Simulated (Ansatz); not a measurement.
**SnH₂+ (doublet): PBE, r2SCAN, B97M-V over a scan of the scale of all distances, def2-TZVP**

Aim: run SnH₂+ (doublet) with these functionals over a scan of the scale of all distances, and hold them against the top wave-function level at the same points.

Program: Ansatz 0.2.0, Gaussian basis. Level of theory: def2-TZVP, all electrons in the functionals. These are calculated values, not measurements.

To be run: PBE, r2SCAN, B97M-V, at 0.871; 1.000; 1.108; 1.307; 1.506; 1.753; 2.033; 2.389.

9 further runs of the same task are left out: 7 that didn't finish, 2 set aside as unsound or not needed.

### Step 1. What is computed

The geometry derives from a PBE0/def2-TZVP stationary point (not a proven minimum). All distances are scaled together. No spin-orbit coupling is included. Elements past krypton take def2 core potentials.

3 atoms, charge 1, spin multiplicity 2.

Atoms are counted from 1 here; the program's logs count them from 0.

Bond lengths: Sn1–H2 1.655 Å, Sn1–H3 1.655 Å. Angles: H2–Sn1–H3 180.0°.

No dispersion term is added; B97M-V holds VV10 nonlocal correlation.

The geometry shown and the zero of energy belong to the point 1.000. The yardstick, FCI, and other wave-function levels (R restricted, U unrestricted, valence and pair active spaces) come from earlier runs.

### Step 2. PBE, 0.871

Contents of in.yaml:

```yaml
crystal:
  periodic: [false, false, false]
  atoms:
    - {symbol: Sn, position_ang: [0.000000, 0.000000, 0.000000]}
    - {symbol: H, position_ang: [0.000000, 0.000000, -1.441853]}
    - {symbol: H, position_ang: [0.000000, 0.000000, 1.441853]}
basis:
  gaussian: {orbitals: def2-TZVP}
total_charge: 1
magnetization: {spin_polarized: true, initial_magnetization: 1}
hamiltonian: {xc: {name: PBE}}
output: {orbitals: {seedname: orbitals}}
```

Launch:

```console
$ ansatz run in.yaml --threads 1 --pin off --events-out ev --progress --plain --max-ram 2393MiB
```

After this run come: PBE, 1.000; PBE, 1.108; PBE, 1.307; PBE, 1.506; PBE, 1.753; PBE, 2.033; PBE, 2.389; r2SCAN, 0.871; r2SCAN, 1.000; r2SCAN, 1.108; r2SCAN, 1.307; r2SCAN, 1.506; r2SCAN, 1.753; r2SCAN, 2.033; r2SCAN, 2.389; B97M-V, 0.871; B97M-V, 1.000; B97M-V, 1.108; B97M-V, 1.307; B97M-V, 1.506; B97M-V, 1.753; B97M-V, 2.033; B97M-V, 2.389.

Q: Predict the results of all the runs planned. Wanted: span of the FCI curve; largest miss, PBE; largest miss, r2SCAN; largest miss, B97M-V; largest miss, RCCSD(T); largest miss, UCCSD(T).

The runs gave:

| quantity | value |
| --- | --- |
| span of the FCI curve | 69.5 kcal/mol |
| largest miss, PBE | -4.9 kcal/mol (1.307) |
| largest miss, r2SCAN | +6.9 kcal/mol (2.389) |
| largest miss, B97M-V | -6.0 kcal/mol (1.307) |
| largest miss, RCCSD(T) | +0.2 kcal/mol (1.506) |
| largest miss, UCCSD(T) | +1.5 kcal/mol (2.033) |

Of the functionals, PBE keep the smallest largest miss at the points compared (at most 4.9 kcal/mol) and r2SCAN strays most (6.9 kcal/mol, at 2.389). PBE, r2SCAN, B97M-V clearly break the spin symmetry at some points (⟨S²⟩ up to 1.00 above the pure value), so energy there is bought with a mixed spin. Functionals and the yardstick converge differently with the basis, so part of each miss in def2-TZVP is the basis.
